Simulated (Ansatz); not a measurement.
# C2H6BN: the cost of one run

Computed with Ansatz 0.2.0 through its Python package. The levels of theory stand in the script.

## (1) The system

Bond lengths: B1–C2 1.505 Å, C2–C3 1.487 Å, C2–N4 1.343 Å, B1–H5 1.228 Å, B1–H6 1.218 Å, C3–H7 1.064 Å, C3–H8 1.165 Å, C3–H9 1.162 Å, N4–H10 1.002 Å. Angles: B1–C2–C3 118.7°, B1–C2–N4 121.5°, C3–C2–N4 119.8°, C2–B1–H5 122.7°, C2–B1–H6 123.5°, H5–B1–H6 113.9°, C2–C3–H7 112.2°, C2–C3–H8 108.5°, C2–C3–H9 111.0°, H7–C3–H8 109.2°, H7–C3–H9 110.8°, H8–C3–H9 104.9°, C2–N4–H10 117.6°.

The script reads c2h6bn.xyz:

```xyz
10

B    -0.83010    1.00820   -0.46560
C     0.23890   -0.02780   -0.24300
C     0.17050   -0.87220    0.97850
N     1.24280   -0.20020   -1.11860
H    -0.87120    1.71270   -1.47070
H    -1.73620    1.21820    0.32050
H    -0.62360   -1.57870    0.93480
H     1.18190   -1.43910    1.09410
H     0.08620   -0.21570    1.93340
H     1.22390    0.34350   -1.96040
```

## (2) Script

c2h6bn_methods.py reads:

```python
"""C2H6BN at several levels of theory."""

from pathlib import Path

import ansatz as az
import numpy as np


def main() -> None:
    mol = az.Crystal.molecule_from_extxyz("c2h6bn.xyz")

    setup = mol.calculation().basis(gaussian="cc-pVDZ")

    print("functional    E (Ha)        dipole (D)   HOMO (eV)  LUMO (eV)")
    for name in ["hse06", "r2scan0", "pbe0", "blyp"]:
        r = setup.functional(name).forces().orbitals().run(runs_dir="runs").report
        lines = Path(r["orbitals_path"]).read_text().splitlines()
        field_of = lambda key: [line.split("=")[1].strip() for line in lines if line.startswith(key)]
        orbitals = [(27.211386 * float(e), s, float(n)) for e, s, n in zip(field_of("Ene="), field_of("Spin="), field_of("Occup="))]
        homo = max(e for e, _, n in orbitals if n > 0.5)
        lumo = min(e for e, _, n in orbitals if n < 0.5)
        dipole = 4.803205 * np.linalg.norm(r["charge_distribution"]["dipole_moment_e_ang"])
        print(f"{name:10s} {r['free_energy_ev'] / 27.211386246:14.6f} {dipole:9.3f} {homo:11.3f} {lumo:10.3f}")


if __name__ == "__main__":
    main()
```

## (3) The input behind the calls

The engine receives this input (first run):

```yaml
crystal:
  periodic: [false, false, false]
  atoms:
    - { symbol: B, position_ang: [-0.8301, 1.0082, -0.4656] }
    - { symbol: C, position_ang: [0.2389, -0.0278, -0.243] }
    - { symbol: C, position_ang: [0.1705, -0.8722, 0.9785] }
    - { symbol: "N", position_ang: [1.2428, -0.2002, -1.1186] }
    - { symbol: H, position_ang: [-0.8712, 1.7127, -1.4707] }
    - { symbol: H, position_ang: [-1.7362, 1.2182, 0.3205] }
    - { symbol: H, position_ang: [-0.6236, -1.5787, 0.9348] }
    - { symbol: H, position_ang: [1.1819, -1.4391, 1.0941] }
    - { symbol: H, position_ang: [0.0862, -0.2157, 1.9334] }
    - { symbol: H, position_ang: [1.2239, 0.3435, -1.9604] }
basis:
  gaussian:
    orbitals: cc-pVDZ
hamiltonian:
  xc: hse06
output:
  orbitals: {}
  forces: true
```

## (4) Running it

Launch:

```bash
python c2h6bn_methods.py
```

Q: Estimate wall time and peak memory on 1 thread of Arm Neoverse V1, shared host.

About 13 s, with a peak of 0.23 GiB.
